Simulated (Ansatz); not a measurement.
Relaxation of a periodic cell of 22 atoms, H3C18N (surface graphene monolayer, adsorbate NH3), to a largest force component of 0.03 eV/Å in at most 60 steps.

The calculation used DFT PBE-D3(BJ), scalar-relativistic, plane waves, PAW in Ansatz 0.2.0. Settings: cutoff 420 eV, k mesh 2x2x1, gaussian smearing 0.02 eV, no spin polarisation.

```xyz
22
Lattice="7.3980 0.0000 0.0000 -3.6990 6.4069 0.0000 0.0000 0.0000 13.0000" Properties=species:S:1:pos:R:3
C 0.000 0.000 1.000
C 1.233 0.712 1.000
C -1.233 2.136 1.000
C 0.000 2.847 1.000
C -2.466 4.271 1.000
C -1.233 4.983 1.000
C 2.466 0.000 1.000
C 3.699 0.712 1.000
C 1.233 2.136 1.000
C 2.466 2.847 1.000
C 0.000 4.271 1.000
C 1.233 4.983 1.000
C 4.932 0.000 1.000
C 6.165 0.712 1.000
C 3.699 2.136 1.000
C 4.932 2.847 1.000
C 2.466 4.271 1.000
C 3.699 4.983 1.000
N 1.831 0.277 2.340
H 2.563 -0.313 2.720
H 1.973 1.202 2.720
H 0.957 -0.060 2.720
```

**Question.** Where does it end, and by what steps?

**Answer.** The run converged. The force dipped under the threshold on the way, but the program's further checks kept it going. Limits of this set-up: coarse k mesh, slab without dipole correction. After 43 steps the energy has fallen by 7.536 eV; H20 moved furthest, 2.53 Å. The start is strongly strained (largest force component 12 eV/Å), so its close contacts needn't be bonds. Parted: C2–N19, C7–N19.

```tsv
step	energy less start (eV)	largest force component (eV/Å)	accepted
0	0.0000	11.638	yes
2	-4.6063	5.728	yes
4	-6.3983	1.422	yes
6	-7.0995	0.628	yes
8	-7.4177	0.334	yes
10	-7.4872	0.061	yes
12	-7.5034	0.480	yes
14	-7.5158	0.144	yes
16	-7.5131	0.716	no
18	-7.5226	0.258	yes
20	-7.5289	0.156	yes
22	-7.5314	0.036	yes
24	-7.5298	0.217	no
26	-7.5328	0.066	yes
28	-7.5259	0.449	no
30	-7.5309	0.202	no
32	-7.5344	0.058	yes
34	-7.5350	0.026	yes
36	-7.5350	0.107	no
38	-7.5352	0.104	no
40	-7.5355	0.053	no
42	-7.5357	0.044	no
43	-7.5358	0.019	yes
```

```xyz
22
Lattice="7.3980 0.0000 0.0000 -3.6990 6.4069 0.0000 0.0000 0.0000 13.0000" Properties=species:S:1:pos:R:3
C 0.030 -0.028 0.688
C 1.278 0.693 0.682
C -1.195 2.121 0.692
C 0.030 2.828 0.691
C -2.420 4.243 0.690
C -1.195 4.951 0.687
C 2.504 -0.016 0.683
C 3.729 0.692 0.689
C 1.278 2.108 0.688
C 2.504 2.816 0.692
C 0.029 4.244 0.691
C 1.278 4.964 0.692
C 4.977 -0.028 0.693
C 6.203 0.680 0.692
C 3.729 2.108 0.693
C 4.977 2.829 0.693
C 2.504 4.257 0.694
C 3.729 4.963 0.692
N 1.791 0.116 3.994
H 1.642 0.389 4.968
H 2.341 0.866 3.571
H 0.873 0.159 3.546
```

Time of the run: 4.5 min on 1 thread of Arm Neoverse V2, on a shared host, peak memory 0.69 GiB.
